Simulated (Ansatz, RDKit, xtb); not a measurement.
# Isomers of C2H4BF, a sample narrowed down

Which of a sample of isomers of C2H4BF is the most stable in the gas at 298.15 K, and what are its properties? The sample is small against all isomers, and the most stable one of this formula need not be in it.

The funnel: GFN2-xTB relaxations, single points with a density functional, relaxations at PBE-D3(BJ)/def2-SVP, harmonic vibrations, and a last energy at a higher level. All values are calculated.

## 1. Possible bonding patterns

Isomers were taken from a list of plausible structures; this is a sample, not all of them. That gives 3 candidates.

| label | SMILES | spin |
| --- | --- | --- |
| c273 | B/C=C\F | singlet |
| c472 | B/C=C/F | singlet |
| c992 | BC(=C)F | singlet |

Candidates are built by distance geometry, with a force field where one applies, in up to four conformers (letters a to d).

## 2. First filter: tight binding

All 3 starts are relaxed the same way. One of them, c992a (taken from a list of positional isomers, embedded by distance geometry and UFF), in full:

File start.xyz:

```xyz
8
c992a
C     -0.494783     0.487561    -1.568658
C      0.694905     0.039090    -1.121541
B     -1.055303     1.966755    -1.230454
F     -1.264173    -0.294982    -2.358042
H     -0.362310     2.693678    -0.566705
H     -2.074105     2.275583    -1.661249
H      1.288370     0.682978    -0.521574
H      1.049670    -0.895553    -1.390992
```

Launch:

```bash
$ xtb start.xyz --gfn 2 --opt
```

Output:

```text
* xtb version 6.7.1
   ID    Z sym.   atoms
    1    6 C      1, 2
    2    5 B      3
    3    9 F      4
    4    1 H      5-8

           -------------------------------------------------
          |                Calculation Setup                |
           -------------------------------------------------

          program call               : xtb start.xyz --gfn 2 --opt
          coordinate file            : start.xyz
          omp threads                :                     2

           -------------------------------------------------
          |                 G F N 2 - x T B                 |
           -------------------------------------------------

      * Hamiltonian:
        H0-scaling (s, p, d)           1.850000    2.230000    2.230000
        zeta-weighting                 0.500000
      * Dispersion:
        s8                             2.700000
        a1                             0.520000
        a2                             5.000000
        s9                             5.000000
      * Repulsion:
        kExp                           1.500000    1.000000
        rExp                           1.000000
      * Coulomb:
        alpha                          2.000000
        third order                    shell-resolved
        anisotropic                    true
        a3                             3.000000
        a5                             4.000000
        cn-shift                       1.200000
        cn-exp                         4.000000
        max-rad                        5.000000

          ...................................................
          :                      SETUP                      :
          :.................................................:
          :  # basis functions                  20          :
          :  # atomic orbitals                  20          :
          :  # shells                           12          :
          :  # electrons                        22          :
          :  max. iterations                   250          :
          :  Hamiltonian                  GFN2-xTB          :
          :  restarted?                      false          :
          :  GBSA solvation                  false          :
          :  PC potential                    false          :
          :  electronic temp.          300.0000000     K    :
          :  accuracy                    1.0000000          :
          :  -> integral cutoff          0.2500000E+02      :
          :  -> integral neglect         0.1000000E-07      :
          :  -> SCF convergence          0.1000000E-05 Eh   :
          :  -> wf. convergence          0.1000000E-03 e    :
          :  Broyden damping             0.4000000          :
          :  net charge                          0          :
          :  unpaired electrons                  0          :
          ...................................................

[... 7 lines left out ...]
   *** convergence criteria satisfied after 12 iterations ***
[... 28 lines left out ...]
         :: total energy             -12.232214691220 Eh    ::
[... 39 lines left out ...]
          :   energy convergence         0.5000000E-05 Eh   :
          :   grad. convergence          0.1000000E-02 Eh/α :
[... 26 lines left out ...]
 * total energy  :   -12.2322147 Eh     change       -0.3064748E-09 Eh
[... 16 lines left out ...]
 * total energy  :   -12.2368242 Eh     change       -0.4609487E-02 Eh
[... 16 lines left out ...]
 * total energy  :   -12.2374383 Eh     change       -0.6141184E-03 Eh
[... 16 lines left out ...]
 * total energy  :   -12.2374884 Eh     change       -0.5011990E-04 Eh
[... 18 lines left out ...]
 * total energy  :   -12.2375339 Eh     change       -0.4545336E-04 Eh
[... 17 lines left out ...]
 * total energy  :   -12.2375570 Eh     change       -0.2314925E-04 Eh
[... 17 lines left out ...]
 * total energy  :   -12.2375614 Eh     change       -0.4387302E-05 Eh
[... 4 lines left out ...]
   *** GEOMETRY OPTIMIZATION CONVERGED AFTER 7 ITERATIONS ***
[... 2 lines left out ...]
 total energy gain   :        -0.0053467 Eh       -3.3551 kcal/mol
[... 15 lines left out ...]
 final structure:
[... 31 lines left out ...]
          |                Final Singlepoint                |
[... 18 lines left out ...]
          :  -> SCF convergence          0.1000000E-05 Eh   :
          :  -> wf. convergence          0.1000000E-03 e    :
[... 10 lines left out ...]
   *** convergence criteria satisfied after 3 iterations ***
[... 28 lines left out ...]
         :: total energy             -12.237561407568 Eh    ::
[... 37 lines left out ...]
 Mol. C6AA /au·bohr⁶  :        637.198706
 Mol. C8AA /au·bohr⁸  :      14886.383866
 Mol. α(0) /au        :         39.622566

Wiberg/Mayer (AO) data.
largest (>0.10) Wiberg bond orders for each atom

 ---------------------------------------------------------------------------
     #   Z sym  total        # sym  WBO       # sym  WBO       # sym  WBO
 ---------------------------------------------------------------------------
     1   6 C    3.847 --     2 C    1.828     3 B    1.056     4 F    0.953
     2   6 C    3.986 --     1 C    1.828     7 H    0.976     8 H    0.972
                             3 B    0.120
     3   5 B    3.175 --     1 C    1.056     6 H    0.987     5 H    0.984
                             2 C    0.120
     4   9 F    1.078 --     1 C    0.953
     5   1 H    0.994 --     3 B    0.984
     6   1 H    0.996 --     3 B    0.987
     7   1 H    0.996 --     2 C    0.976
     8   1 H    0.995 --     2 C    0.972
 ---------------------------------------------------------------------------

Topologies differ in total number of bonds
Writing topology from bond orders to xtbtopo.mol

molecular dipole:
                 x           y           z       tot (Debye)
 q only:        0.515       0.356       0.436
   full:        0.643       0.242       0.454       2.093
molecular quadrupole (traceless):
                xx          xy          yy          xz          yz          zz
 q only:        0.545      -1.126       2.303      -3.364      -1.903      -2.848
  q+dip:        1.339      -1.673       2.194      -3.214      -1.345      -3.533
   full:        0.539      -0.742       1.558      -4.666      -2.284      -2.097

           -------------------------------------------------
          |                Geometry Summary                 |
           -------------------------------------------------

      molecular mass/u    :       57.8626660
   center of mass at/Å    :       -0.5598480       0.4839286      -1.6265543
  moments of inertia/u·Å² :        0.4784701E+02   0.5370237E+02   0.1015493E+03
rotational constants/cm⁻¹ :        0.3523236E+00   0.3139085E+00   0.1660044E+00

 * 6 selected distances

     #   Z          #   Z                                           value/Å
     1   6 C        2   6 C                                       1.3355468
     1   6 C        3   5 B                                       1.5430142 (max)
     3   5 B        5   1 H                                       1.1655085
     3   5 B        6   1 H                                       1.1658829
     2   6 C        7   1 H                                       1.0739889 (min)
     2   6 C        8   1 H                                       1.0785960

 * 4 distinct bonds (by element types)

   Z      Z             #   av. dist./Å        max./Å        min./Å
   1 H    5 B           2     1.1656957     1.1658829     1.1655085
   1 H    6 C           2     1.0762924     1.0785960     1.0739889
   5 B    6 C           1     1.5430142     1.5430142     1.5430142
   6 C    6 C           1     1.3355468     1.3355468     1.3355468

optimized geometry written to: xtbopt.xyz

           -------------------------------------------------
          | TOTAL ENERGY              -12.237561407568 Eh   |
          | GRADIENT NORM               0.000841234299 Eh/α |
          | HOMO-LUMO GAP               3.348358035824 eV   |
           -------------------------------------------------

------------------------------------------------------------------------
------------------------------------------------------------------------
 total:
 * wall-time:     0 d,  0 h,  0 min,  0.016 sec
 *  cpu-time:     0 d,  0 h,  0 min,  0.031 sec
 * ratio c/w:     1.864 speedup
 SCF:
 * wall-time:     0 d,  0 h,  0 min,  0.002 sec
 *  cpu-time:     0 d,  0 h,  0 min,  0.004 sec
 * ratio c/w:     1.798 speedup
 ANC optimizer:
 * wall-time:     0 d,  0 h,  0 min,  0.008 sec
 *  cpu-time:     0 d,  0 h,  0 min,  0.016 sec
 * ratio c/w:     1.958 speedup
```

Run time: 0.037 s. Hardware: 2 threads of Intel Xeon 6975P-C (Granite Rapids), shared host.

## 3. The minima found

3 of the 3 relaxations converged. 3 distinct structures remain:

| label | start | SMILES after | spin | energy (kcal/mol) |
| --- | --- | --- | --- | --- |
| c472a | drawn | B/C=C/F | singlet | 0.0 |
| c273a | drawn | B/C=C\F | singlet | 1.5 |
| c992a | drawn | BC(=C)F | singlet | 1.9 |

## 4. Screening with a density functional

A choice of the minima (the low ones first, few conformers of a pattern, up to a cap) and the lowest that fell apart get a single point at r2SCAN-D4/def2-SVP on the tight-binding geometry, and one at HF/STO-3G for comparison. The lowest singlets are also tried as triplets at the same geometry (label ending in t). The first, c472a:

File input.yaml:

```yaml
basis:
  gaussian: {orbitals: def2-SVP}
crystal:
  periodic: [false, false, false]
  atoms:
    - {symbol: C, position_ang: [-0.586003, 0.473835, -1.369340]}
    - {symbol: C, position_ang: [0.467364, 0.223073, -0.596840]}
    - {symbol: B, position_ang: [-0.792018, 1.831024, -2.060485]}
    - {symbol: F, position_ang: [0.659085, -0.956086, 0.008480]}
    - {symbol: H, position_ang: [-0.009446, 2.683533, -1.899815]}
    - {symbol: H, position_ang: [-1.726501, 2.003171, -2.739017]}
    - {symbol: H, position_ang: [-1.295145, -0.336590, -1.487456]}
    - {symbol: H, position_ang: [1.268344, 0.914586, -0.372323]}
total_charge: 0
hamiltonian: {xc: {name: r2SCAN}, dispersion: d4}
output: {orbitals: {seedname: orbitals}}
scf: {lower_state_search: "off"}
magnetization: {spin_polarized: false}
```

Launch:

```bash
$ ansatz run input.yaml --threads 2 --pin off --max-ram 5220MiB --events-out events.jsonl --progress --plain --runs-dir runs
```

Output:

```text
Warning: RAYON_NUM_THREADS=2 ignored (pool sized by the plan → 2); use --threads N
Functional definition: r2SCAN
  name "r2SCAN"
  parameter k0 = 0.174
  parameter k1 = 0.065
  parameter a1 = 4.9479
  exchange = r2scan_x(k0 = k0, k1 = k1, a1 = a1)
  correlation = r2scan_c
these checks for a lower state are left out or cut short: stability, starts, cluster_reference, orbital_swaps, neighbouring_geometries, increment
850 factors; their error is unknown
mean field evaluation 1: about -5518.9193 eV, gradient 4.2e1 eV
mean field evaluation 2: about -5512.6923 eV, gradient 6.1e1 eV
mean field evaluation 4: about -5523.7532 eV, gradient 3.8e0 eV
mean field evaluation 8: about -5523.8001 eV, gradient 5.0e-2 eV
mean field evaluation 16: about -5523.7579 eV, gradient 1.6e-5 eV
mean field -5523.75792803 eV, -202.9943597174 hartree, gradient 1.2e-6 eV, S^2 0.000000; 0 other end points of the search recorded, 0 dependent functions left out
reference -5523.75793633 eV, -202.9943600224 hartree; 15, 15 occupied and 61, 61 virtual orbitals, 850 factors
Total energy: -5523.78389168 eV, -202.9953138641 hartree
Checks for a lower state left out: stability, starts, cluster_reference, orbital_swaps, neighbouring_geometries, increment
```

It took 0.58 s on 2 threads of Intel Xeon 6975P-C (Granite Rapids), shared host.

Relative energies in kcal/mol, each column from its lowest structure that stays in one piece:

| label | SMILES | spin | GFN2-xTB | HF/STO-3G | r2SCAN-D4/def2-SVP |
| --- | --- | --- | --- | --- | --- |
| c472a | B/C=C/F | singlet | 0.0 | 0.0 | 0.0 |
| c273a | B/C=C\F | singlet | 1.5 | 1.3 | 1.8 |
| c992a | BC(=C)F | singlet | 1.9 | 4.8 | 4.7 |
| c992at | BC(=C)F | triplet | – | – | 73.1 |
| c472at | B/C=C/F | triplet | – | – | 81.3 |

## 5. Relaxing the best candidates

3 candidates are relaxed at PBE-D3(BJ)/def2-SVP (chosen among the lowest in one piece). The first, c472a:

File input.yaml:

```yaml
crystal:
  periodic: [false, false, false]
  atoms:
    - symbol: C
      position_ang: [-0.586003, 0.473835, -1.369340]
    - symbol: C
      position_ang: [0.467364, 0.223073, -0.596840]
    - symbol: B
      position_ang: [-0.792018, 1.831024, -2.060485]
    - symbol: F
      position_ang: [0.659085, -0.956086, 0.008480]
    - symbol: H
      position_ang: [-0.009446, 2.683533, -1.899815]
    - symbol: H
      position_ang: [-1.726501, 2.003171, -2.739017]
    - symbol: H
      position_ang: [-1.295145, -0.336590, -1.487456]
    - symbol: H
      position_ang: [1.268344, 0.914586, -0.372323]
basis:
  gaussian:
    orbitals: def2-SVP
hamiltonian:
  xc: pbe
  dispersion: d3bj
scf:
  lower_state_search: off
relax:
  f_tol: 0.003
```

Launch:

```bash
$ ansatz run input.yaml --threads 2 --pin off --max-ram 5220MiB --events-out events.jsonl --progress --plain --runs-dir runs
```

Output:

```text
Warning: RAYON_NUM_THREADS=2 ignored (pool sized by the plan → 2); use --threads N
The last accepted step is kept in runs//last_step.txt (removed where the run ends without a failure and the disk answers)
Functional definition: PBE
  name "PBE"
  parameter kappa = 0.804
  parameter beta = 0.06672455060314922
  exchange = pbe_x(kappa = kappa, mu = beta*pi^2/3)
  correlation = pbe_c(beta = beta)
these checks for a lower state are left out or cut short: stability, starts, cluster_reference, orbital_swaps, neighbouring_geometries, increment
850 factors; their error is unknown
mean field evaluation 1: about -5513.7793 eV, gradient 4.8e1 eV
mean field evaluation 2: about -5502.7519 eV, gradient 7.6e1 eV
mean field evaluation 4: about -5520.0466 eV, gradient 6.3e0 eV
mean field evaluation 8: about -5520.1610 eV, gradient 2.1e-1 eV
mean field evaluation 16: about -5520.1197 eV, gradient 6.5e-5 eV
mean field -5520.11968786 eV, -202.8606568574 hartree, gradient 2.6e-6 eV, S^2 0.000000; 0 other end points of the search recorded, 0 dependent functions left out
the calculation of the forces begins
reference -5520.11971762 eV, -202.8606579508 hartree; 15, 15 occupied and 61, 61 virtual orbitals, 850 factors
relax step   1: F+E_penalty+E_count = -5520.23769528 eV  Δ(F+E_penalty+E_count) = +0.000e0 eV  max|allowed force component| = 1.160e0 eV/Å  Δτ_max = 0.0000 Å  (17 SCF iters, accepted)
these checks for a lower state are left out or cut short: stability, starts, cluster_reference, orbital_swaps, neighbouring_geometries, increment
850 factors; their error is unknown
mean field -5520.20969411 eV, -202.8639645259 hartree, gradient 1.5e-6 eV, S^2 0.000000; 0 other end points of the search recorded, 0 dependent functions left out
the calculation of the forces begins
reference -5520.20972409 eV, -202.8639656278 hartree; 15, 15 occupied and 61, 61 virtual orbitals, 850 factors
relax step   2: F+E_penalty+E_count = -5520.32734578 eV  Δ(F+E_penalty+E_count) = -8.965e-2 eV  max|allowed force component| = 4.182e-1 eV/Å  Δτ_max = 0.0369 Å  (21 SCF iters, accepted)
these checks for a lower state are left out or cut short: stability, starts, cluster_reference, orbital_swaps, neighbouring_geometries, increment
850 factors; their error is unknown
mean field evaluation 32: about -5520.2223 eV, gradient 1.0e-3 eV
mean field -5520.22231874 eV, -202.8644284728 hartree, gradient 1.2e-6 eV, S^2 0.000000; 0 other end points of the search recorded, 0 dependent functions left out
the calculation of the forces begins
reference -5520.22234870 eV, -202.8644295737 hartree; 15, 15 occupied and 61, 61 virtual orbitals, 850 factors
relax step   3: F+E_penalty+E_count = -5520.34001808 eV  Δ(F+E_penalty+E_count) = -1.267e-2 eV  max|allowed force component| = 8.710e-2 eV/Å  Δτ_max = 0.0296 Å  (21 SCF iters, accepted)
[... 5 lines left out ...]
relax step   4: F+E_penalty+E_count = -5520.34148510 eV  Δ(F+E_penalty+E_count) = -1.467e-3 eV  max|allowed force component| = 9.924e-2 eV/Å  Δτ_max = 0.0315 Å  (21 SCF iters, accepted)
[... 5 lines left out ...]
relax step   5: F+E_penalty+E_count = -5520.34154260 eV  Δ(F+E_penalty+E_count) = -5.750e-5 eV  max|allowed force component| = 4.521e-2 eV/Å  Δτ_max = 0.0060 Å  (22 SCF iters, accepted)
[... 5 lines left out ...]
relax step   6: F+E_penalty+E_count = -5520.34173068 eV  Δ(F+E_penalty+E_count) = -1.881e-4 eV  max|allowed force component| = 7.492e-3 eV/Å  Δτ_max = 0.0046 Å  (23 SCF iters, accepted)
these checks for a lower state are left out or cut short: stability, starts, cluster_reference, orbital_swaps, neighbouring_geometries, increment
850 factors; their error is unknown
mean field -5520.22375816 eV, -202.8644813702 hartree, gradient 1.3e-6 eV, S^2 0.000000; 0 other end points of the search recorded, 0 dependent functions left out
the calculation of the forces begins
reference -5520.22378792 eV, -202.8644824640 hartree; 15, 15 occupied and 61, 61 virtual orbitals, 850 factors
relax step   7: F+E_penalty+E_count = -5520.34173563 eV  Δ(F+E_penalty+E_count) = -4.958e-6 eV  max|allowed force component| = 2.377e-3 eV/Å  Δτ_max = 0.0007 Å  (14 SCF iters, accepted)
Total energy: -5520.34176540 eV, -202.8688180563 hartree
Atom 0 at    -0.625078     0.436944    -1.382158 Å, force     0.001222    -0.000252     0.000901 eV/Å
Atom 1 at     0.460131     0.221713    -0.599800 Å, force    -0.002377     0.000732    -0.001849 eV/Å
Atom 2 at    -0.785340     1.807041    -2.046340 Å, force     0.001315    -0.000155     0.000847 eV/Å
Atom 3 at     0.702277    -0.927997     0.026413 Å, force    -0.000208    -0.000543     0.000131 eV/Å
Atom 4 at     0.061977     2.663187    -1.855513 Å, force     0.000452     0.000125     0.000334 eV/Å
Atom 5 at    -1.737477     2.060032    -2.758932 Å, force    -0.000944    -0.000555    -0.000399 eV/Å
Atom 6 at    -1.337145    -0.398641    -1.495043 Å, force     0.000332     0.000042     0.000211 eV/Å
Atom 7 at     1.246335     0.974266    -0.405424 Å, force     0.000209     0.000606    -0.000176 eV/Å
Dipole moment:     0.129442    -0.083491     0.117027 e Å
Checks for a lower state left out: stability, starts, cluster_reference, orbital_swaps, neighbouring_geometries, increment
```

It took 3.6 s on 2 threads of Intel Xeon 6975P-C (Granite Rapids), shared host; peak memory 0.13 GiB.

Energy change by step (eV): 0.0000, -0.0897, -0.1023, -0.1038, -0.1038, -0.1040, -0.1040.

After the run. Bond lengths: C1–C2 1.355 Å, C1–B3 1.531 Å, C2–F4 1.331 Å, B3–H5 1.220 Å, B3–H6 1.216 Å, C1–H7 1.104 Å, C2–H8 1.106 Å. Angles: C1–C2–F4 123.7°, C2–C1–B3 118.5°, C1–C2–H8 124.3°, F4–C2–H8 112.1°, C2–C1–H7 117.1°, B3–C1–H7 124.4°, C1–B3–H5 119.2°, C1–B3–H6 121.5°, H5–B3–H6 119.3°.

## 6. Ranking at PBE-D3(BJ)/def2-SVP

| label | spin | r2SCAN-D4/def2-SVP (kcal/mol) | PBE-D3(BJ)/def2-SVP, relaxed (kcal/mol) | time |
| --- | --- | --- | --- | --- |
| c472a | singlet | 0.0 | 0.0 | 3.6 s |
| c273a | singlet | 1.8 | 2.3 | 2.5 s |
| c992a | singlet | 4.7 | 5.0 | 2.8 s |

c472a: Bond lengths: C1–C2 1.355 Å, C1–B3 1.531 Å, C2–F4 1.331 Å, B3–H5 1.220 Å, B3–H6 1.216 Å, C1–H7 1.104 Å, C2–H8 1.106 Å. Angles: C1–C2–F4 123.7°, C2–C1–B3 118.5°, C1–C2–H8 124.3°, F4–C2–H8 112.1°, C2–C1–H7 117.1°, B3–C1–H7 124.4°, C1–B3–H5 119.2°, C1–B3–H6 121.5°, H5–B3–H6 119.3°.

c273a: Bond lengths: C1–C2 1.356 Å, C1–B3 1.537 Å, C2–F4 1.331 Å, B3–H5 1.216 Å, B3–H6 1.217 Å, C1–H7 1.103 Å, C2–H8 1.107 Å. Angles: C1–C2–F4 123.6°, C2–C1–B3 124.4°, C1–C2–H8 125.5°, F4–C2–H8 110.9°, C2–C1–H7 113.5°, B3–C1–H7 122.1°, C1–B3–H5 120.6°, C1–B3–H6 120.1°, H5–B3–H6 119.3°.

c992a: Bond lengths: C1–C2 1.358 Å, C1–B3 1.545 Å, C1–F4 1.357 Å, B3–H5 1.214 Å, B3–H6 1.214 Å, C2–H7 1.098 Å, C2–H8 1.102 Å. Angles: C2–C1–B3 123.7°, C2–C1–F4 118.1°, B3–C1–F4 118.2°, C1–C2–H7 119.4°, C1–C2–H8 121.8°, C1–B3–H5 118.1°, C1–B3–H6 121.0°, H7–C2–H8 118.8°, H5–B3–H6 120.9°.

(Part 1 of 2 ends here.)
